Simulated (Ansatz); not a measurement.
Consider a test of scalar relativity of Br2 (Ansatz 0.2.0 through its Python package).

Contents of `br2.xyz`:
```text
2

Br    0.00000    0.00000    0.00000
Br    0.00000    0.00000    2.23000
```

`run_x2c.py`:
```python
# -*- coding: utf-8 -*-
"""Br2 with and without the spin-free two-component Hamiltonian."""

import ansatz as az
import numpy as np

FUNCTIONAL = "pbe0"


def main():
    br2 = az.Crystal.molecule_from_extxyz("br2.xyz")

    model = br2.calculation().functional(FUNCTIONAL).forces()
    # a set contracted for a scalar-relativistic Hamiltonian goes with the relativistic run
    sets = {"none": "cc-pVTZ", "scalar": "cc-pVTZ-DK"}
    found = {kind: model.basis(gaussian=basis).pseudopotentials(relativity=kind).run(threads=1).report for kind, basis in sets.items()}
    for kind, each in found.items():
        dipole = 4.803205 * np.linalg.norm(each["charge_distribution"]["dipole_moment_e_ang"])
        print(f"{kind:7s} E = {each['free_energy_ev']:.4f} eV  dipole {dipole:.3f} D  largest force component {np.abs(each['forces_ev_ang']).max():.4f} eV/A")
    print(f"relativity lowers the total energy by {found['none']['free_energy_ev'] - found['scalar']['free_energy_ev']:.3f} eV")


if __name__ == "__main__":
    main()
```

What does scalar relativity change in the total energy and in the dipole?

The total moves by -1746.1 eV, nearly all in the cores, and the dipole from 0.00 to 0.00 D.

What the script printed:

Output of `python run_x2c.py`:
```text
none    E = -140078.7481 eV  dipole 0.000 D  largest force component 0.9256 eV/A
scalar  E = -141824.8669 eV  dipole 0.000 D  largest force component 0.8734 eV/A
relativity lowers the total energy by 1746.119 eV
```

Caveats:
- Total energies depend on the basis set; only differences at equal settings carry meaning.
- The geometry is a force-field or estimated start, not a minimum of this method. The basis set changes with the Hamiltonian (a set recontracted for scalar relativity), and most of the change in the total lies in the cores.
- The spin state was assumed, and another may lie lower.
- Run time: 3.6 s on 1 thread of Intel(R) Xeon(R) 6975P-C (Granite Rapids) (shared host), peak memory 0.23 GiB.
